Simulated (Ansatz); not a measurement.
# ClFGe2H2O: up Jacob's ladder to CCSD(T)

Aim: compute ClFGe2H2O with functionals from several rungs and with coupled cluster, and see how far each lands from CCSD(T) at the basis-set limit for the atomisation energy.

Program: Ansatz 0.2.0, Gaussian basis. Level of theory: functionals in def2-TZVPP, the program's frozen cores in correlated methods. These are calculated values, not measurements.

Plan: LDA (SPW92), PBE-D4, revPBE-D4, BLYP-D4, r2SCAN-D4, B97M-V, PBE0-D4, B3LYP-D4, r2SCANh-D4, r2SCAN0-D4, HSE06-D4, BHLYP-D4, CAM-B3LYP-D4, LC-ωPBE, ωB97X-V, ωB97M-V, B2PLYP, PBE-QIDH; CCSD(T)/def2-SVP; CCSD(T)/def2-TZVPP; MP2/def2-QZVPP; extrapolation to the limit; RPA on PBE.

**1. Structure used throughout**

An earlier PBE0-D4 in a triple-zeta def2 set relaxation fixed the geometry.

SMILES `[F][Ge@H]1[O][Ge@H]1[Cl]`, 7 atoms, charge 0, spin multiplicity 1.

Atoms are counted from 1 here; the program's logs count them from 0.

Bond lengths: F1–Ge2 1.730 Å, Ge2–O3 1.813 Å, Ge2–Ge4 2.314 Å, Ge2–H6 1.532 Å, O3–Ge4 1.824 Å, Ge4–Cl5 2.135 Å, Ge4–H7 1.532 Å. Angles: F1–Ge2–O3 111.0°, F1–Ge2–Ge4 118.5°, F1–Ge2–H6 105.9°, O3–Ge2–Ge4 50.7°, O3–Ge2–H6 116.2°, Ge4–Ge2–H6 135.5°, Ge2–O3–Ge4 79.0°, Ge2–Ge4–O3 50.3°, Ge2–Ge4–Cl5 120.4°, Ge2–Ge4–H7 131.5°, O3–Ge4–Cl5 112.6°, O3–Ge4–H7 114.5°, Cl5–Ge4–H7 108.0°.

**2. LDA**

This LDA is Slater exchange with PW92 correlation.

in.yaml

```yaml
crystal:
  periodic: [false, false, false]
  atoms:
    - {symbol: F, position_ang: [-2.314046, -0.078529, 0.729388]}
    - {symbol: Ge, position_ang: [-0.613965, 0.047569, 1.021473]}
    - {symbol: O, position_ang: [0.299662, -1.220401, 0.102807]}
    - {symbol: Ge, position_ang: [0.803621, 0.286886, -0.792267]}
    - {symbol: Cl, position_ang: [0.015273, 0.365581, -2.774704]}
    - {symbol: H, position_ang: [-0.447538, 0.031975, 2.543911]}
    - {symbol: H, position_ang: [2.318292, 0.498920, -0.876309]}
basis:
  gaussian: {orbitals: def2-TZVPP}
hamiltonian: {xc: lda}
output: {orbitals: {seedname: orbitals}}
```

Further steps of the session: PBE-D4 (GGA); revPBE-D4 (GGA); BLYP-D4 (GGA); r2SCAN-D4 (meta-GGA); B97M-V (meta-GGA); PBE0-D4 (hybrid); B3LYP-D4 (hybrid); r2SCANh-D4 (hybrid); r2SCAN0-D4 (hybrid); HSE06-D4 (hybrid); BHLYP-D4 (hybrid); CAM-B3LYP-D4 (range-separated); LC-ωPBE (range-separated); ωB97X-V (range-separated); ωB97M-V (range-separated); B2PLYP (double hybrid); PBE-QIDH (double hybrid); CCSD(T) in def2-SVP; CCSD(T) in def2-TZVPP; MP2 in def2-QZVPP; RPA on PBE orbitals.

**Question.** What will the summary of the whole plan be? Wanted: atomisation energy, CCSD(T)/CBS; farthest beyond LDA; mean size of error, GGA; mean size of error, meta-GGA; mean size of error, hybrid; mean size of error, range-separated; mean size of error, double hybrid; gap, smallest and largest; T1 diagnostic.

**Answer**, as computed:

| quantity | value |
| --- | --- |
| atomisation energy, CCSD(T)/CBS | 515.2 kcal/mol |
| functionals within 5.2 kcal/mol (1.0 %) | r2SCAN-D4, ωB97X-V |
| farthest beyond LDA | BHLYP-D4 (-38.9 kcal/mol) |
| mean size of error, GGA | 9.5 kcal/mol |
| mean size of error, meta-GGA | 4.4 kcal/mol |
| mean size of error, hybrid | 16.4 kcal/mol |
| mean size of error, range-separated | 7.6 kcal/mol |
| mean size of error, double hybrid | 11.5 kcal/mol |
| gap, smallest and largest | 3.35 eV (BLYP-D4), 9.97 eV (LC-ωPBE) |
| T1 diagnostic | 0.0140 |
| triples share of the correlation energy | 3.9 % |

LDA overbinds by 95.8 kcal/mol (19 %). PBE-D4 is off by +8.6 kcal/mol. Double hybrids carry the basis error of their MP2 part in triple zeta, and no dispersion term here, so their miss is partly the set-up's. By mean error the best rung here is meta-GGA (4.4 kcal/mol) and the worst beyond LDA is hybrid (16.4 kcal/mol). The mean of the hybrids holds BHLYP, with half exact exchange. The reference freezes the cores and leaves out relativity and excitations past (T), and its outer-core shells are covered unevenly, so misses under about 5.2 kcal/mol can't be ranked. Hartree-Fock recovers 63 % of the binding; the rest is correlation. CCSD(T) in def2-SVP is off by -53.3 kcal/mol, more than most functionals: a good method in a small basis is no reference. The gap grows from 3.4 to 10.0 eV across the functionals, mostly with the share of exact exchange. Correlated methods include outer-core shells of Ge, which these sets cover unevenly.
